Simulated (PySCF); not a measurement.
# The bond of SnN−, level by level

One table from this session's results is given with a row withheld; the runs are named, their logs left out.

Computed with PySCF 2.14.0. Level: Sn def2-TZVPPD with ECP28, N def2-TZVPPD, scalar-relativistic core potentials.

3 further runs of the same task are left out: 3 set aside as unsound or not needed.

The first run:

A driver script around PySCF takes these settings:

```json
{
  "atoms": "Sn, N",
  "charge": "-1",
  "basis": "Sn def2-TZVPPD with ECP28, N def2-TZVPPD",
  "Hamiltonian": "scalar-relativistic core potentials",
  "basis functions": "93",
  "electrons treated": "30",
  "masses in u": "119.9022, 14.0031",
  "levels": "PBE0, PBE, r²SCAN, TPSS, M06, MN15, BHandHLYP, r²SCANh, HSE06, HF, MP2, SCS-MP2, CCSD, CCSD(T)",
  "grid": "80 radial by 434 angular points",
  "occupations": "held fixed by the projection of orbital angular momentum",
  "dissociation limit": "Sn− + N, each in its ground configuration",
  "starting distance in angstrom": "2.105",
  "values of 2S to try": "0, 2, 4"
}
```

Command:

```console
> OMP_NUM_THREADS=2 python dia.py task.json out
```

Steps of the session up to this table: Input; The PBE0 curve of the state that the search chose; PBE (GGA); r²SCAN (meta-GGA); TPSS (meta-GGA); M06 (hybrid meta-GGA); MN15; BHandHLYP; r²SCANh (hybrid meta-GGA); HSE06 (range-separated hybrid); RHF; Adding correlation.

One table of the session follows, with a row left open; its other results are not shown here.

| level | Re (Å) | ωe (cm⁻¹) | De (eV) |
| --- | --- | --- | --- |
| RHF | 1.837 | 952 | -1.13 |
| RHF-MP2 | 1.968 | 588 | 4.79 |
| RHF-SCS-MP2 | 1.954 | 628 | 4.65 |
| RHF-CCSD | 1.880 | 829 | 3.10 |
| RHF-CCSD(T) | ? | ? | ? |
| PBE | 1.898 | 782 | 4.45 |
| TPSS | 1.894 | 794 | 4.05 |
| r²SCAN | 1.880 | 822 | 3.56 |
| r²SCANh | 1.872 | 841 | 3.27 |
| PBE0 | 1.868 | 848 | 3.47 |
| M06 | 1.882 | 827 | 4.18 |
| HSE06 | 1.872 | 841 | 3.52 |
| MN15 | 1.864 | 862 | 3.73 |
| BHandHLYP | 1.854 | 890 | 2.80 |

Q: Estimate the row for RHF-CCSD(T) from the others.

As computed: Re (Å): 1.905; ωe (cm⁻¹): 768; De (eV): 3.79. In the column «Re (Å)» it lies between PBE (1.898) and RHF-SCS-MP2 (1.954).

De is counted to Sn− + N in their ground configurations.
